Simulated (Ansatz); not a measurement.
**C2H5AlBN: small, medium and large basis sets**

How large a basis does C2H5AlBN need? Two functionals are run in growing sets.

The runs use Ansatz 0.2.0, Gaussian basis; one geometry, several basis sets.

The runs, in order: PBE0-D4/def2-SVP; ωB97M-V/def2-SVP; PBE0-D4/def2-QZVPP; ωB97M-V/def2-QZVPP; the functionals' def2-TZVPP values are taken from earlier runs.

## Step 1: The geometry

The geometry comes from an earlier relaxation with PBE0-D4 in a triple-zeta def2 set; it is a stationary point, not always the lowest conformer.

10 atoms, charge 0, spin multiplicity 1.

Atoms are counted from 1 here; the program's logs count them from 0.

Bond lengths: B1–C2 1.492 Å, B1–H6 1.207 Å, B1–H7 1.201 Å, C2–C3 1.391 Å, C2–Al5 1.916 Å, C3–N4 1.360 Å, C3–H8 1.094 Å, N4–Al5 1.853 Å, N4–H9 1.004 Å, Al5–H10 1.581 Å. Angles: C2–B1–H6 119.4°, C2–B1–H7 122.5°, H6–B1–H7 118.1°, B1–C2–C3 124.0°, B1–C2–Al5 153.2°, C3–C2–Al5 82.9°, C2–C3–N4 115.0°, C2–C3–H8 124.7°, N4–C3–H8 120.3°, C3–N4–Al5 86.1°, C3–N4–H9 120.5°, Al5–N4–H9 153.4°, C2–Al5–N4 76.0°, C2–Al5–H10 154.4°, N4–Al5–H10 129.6°.

Geometry (Å):

```csv
atom,x (Å),y (Å),z (Å)
B1,-1.25295,0.57671,-1.41873
C2,-0.14384,0.24276,-0.47883
C3,-0.31496,-0.47134,0.70229
N4,0.82092,-0.67350,1.42281
Al5,1.68853,0.26492,0.08055
H6,-2.37573,0.21699,-1.16174
H7,-1.07616,1.19538,-2.43257
H8,-1.27304,-0.85920,1.06167
H9,0.79198,-1.17936,2.28974
H10,3.21835,0.63555,-0.06219
```

## Step 2: PBE0-D4 in def2-SVP

in.yaml

```yaml
crystal:
  periodic: [false, false, false]
  atoms:
    - {symbol: B, position_ang: [-1.252953, 0.576705, -1.418728]}
    - {symbol: C, position_ang: [-0.143840, 0.242758, -0.478825]}
    - {symbol: C, position_ang: [-0.314965, -0.471342, 0.702286]}
    - {symbol: N, position_ang: [0.820923, -0.673500, 1.422806]}
    - {symbol: Al, position_ang: [1.688532, 0.264922, 0.080548]}
    - {symbol: H, position_ang: [-2.375732, 0.216992, -1.161741]}
    - {symbol: H, position_ang: [-1.076156, 1.195375, -2.432568]}
    - {symbol: H, position_ang: [-1.273045, -0.859195, 1.061672]}
    - {symbol: H, position_ang: [0.791983, -1.179364, 2.289737]}
    - {symbol: H, position_ang: [3.218352, 0.635547, -0.062188]}
basis:
  gaussian: {orbitals: def2-SVP}
hamiltonian: {xc: pbe0, dispersion: d4}
output: {orbitals: {seedname: orbitals}}
```

On the command line:

```bash
$ ansatz run in.yaml --threads 2 --pin off --events-out ev --progress --plain --max-ram 4352MiB
```

After this run come: ωB97M-V in def2-SVP; PBE0-D4 in def2-QZVPP; ωB97M-V in def2-QZVPP.

Before running them: what should the planned runs give, taken together? Wanted: PBE0-D4: double and triple zeta above quadruple; ωB97M-V: double and triple zeta above quadruple.

The runs gave:

```
                                       quantity          value
PBE0-D4: double and triple zeta above quadruple  7.55, 0.45 eV
ωB97M-V: double and triple zeta above quadruple  7.74, 0.43 eV
```

PBE0-D4 gains 7.10 eV from double to triple zeta, then 0.45 eV more. These are total energies; as a rule much of such shifts cancels in differences, which this series doesn't test.
